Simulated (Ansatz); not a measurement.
# C2H6AlNSi, SMILES NC1=[CH][AlH][SiH2]1: a ladder of methods at one geometry

Program: Ansatz 0.2.0, Python API.

Typed at the interpreter:
```pycon
>>> from pathlib import Path
>>> import ansatz as az
>>> import numpy as np
>>> GEOMETRY = """
... N     2.04970   -0.41380    0.20140
... C     0.58170   -0.23280    0.13840
... C    -0.46070   -0.96050    0.70040
... Al   -2.01640   -0.02240    0.08880
... Si   -0.47000    1.01110   -0.75700
... H     2.43380   -1.12590    0.74040
... H     2.63830    0.30470   -0.32210
... H    -0.35290   -1.81650    1.34680
... H    -3.67940   -0.07080    0.23300
... H    -0.28650    2.37260   -0.17030
... H    -0.37220    0.89720   -2.17930
... """
>>> c2h6alnsi = az.Crystal.molecule()
>>> for line in GEOMETRY.strip().splitlines():
...     symbol, *xyz = line.split()
...     c2h6alnsi = c2h6alnsi.atom(symbol, [float(v) for v in xyz])
...
>>> calculation = c2h6alnsi.calculation().basis(gaussian="def2-SVP")
>>> print("functional    E (Ha)        dipole (D)   HOMO (eV)  LUMO (eV)")
functional    E (Ha)        dipole (D)   HOMO (eV)  LUMO (eV)
>>> for name in ["lda", "r2scan", "blyp", "pbe0", "lc_wpbe", "cam_b3lyp"]:
...     data = calculation.functional(name).forces().orbitals().run(threads=1, backend="cpu", runs_dir="runs").report
...     lines = Path(data["orbitals_path"]).read_text().splitlines()
...     field_of = lambda key: [line.split("=")[1].strip() for line in lines if line.startswith(key)]
...     orbitals = [(27.211386 * float(e), s, float(n)) for e, s, n in zip(field_of("Ene="), field_of("Spin="), field_of("Occup="))]
...     homo = max(e for e, _, n in orbitals if n > 0.5)
...     lumo = min(e for e, _, n in orbitals if n < 0.5)
...     dipole = 4.803205 * np.linalg.norm(data["charge_distribution"]["dipole_moment_e_ang"])
...     print(f"{name:10s} {data['free_energy_ev'] / 27.211386246:14.6f} {dipole:9.3f} {homo:11.3f} {lumo:10.3f}")
...
lda           -662.718415     2.657      -5.379     -2.189
r2scan        -665.985333     2.437      -5.590     -1.823
blyp          -666.050553     2.578      -5.151     -1.804
pbe0          -665.724675     2.234      -6.449     -1.276
lc_wpbe       -665.847407     1.871      -8.927      0.705
cam_b3lyp     -666.046719     2.026      -7.587     -0.258
```

Caveats:
- Total energies depend on the basis set; only differences at equal settings carry meaning.
- The geometry is a force-field or estimated start, not a minimum of this method, and the basis set is short of its limit. A lower total doesn't mark the better method: functionals have no common bound, and MP2 and coupled cluster aren't variational.
- Levels such as HOMO and LUMO are orbital energies: with these approximate functionals they aren't the ionisation energy and electron affinity, and their gap isn't the fundamental gap.
- Run time: 17 s on 1 thread of INTEL(R) XEON(R) PLATINUM 8581C CPU @ 2.30GHz (Emerald Rapids), on a shared host, peak memory 0.35 GiB.
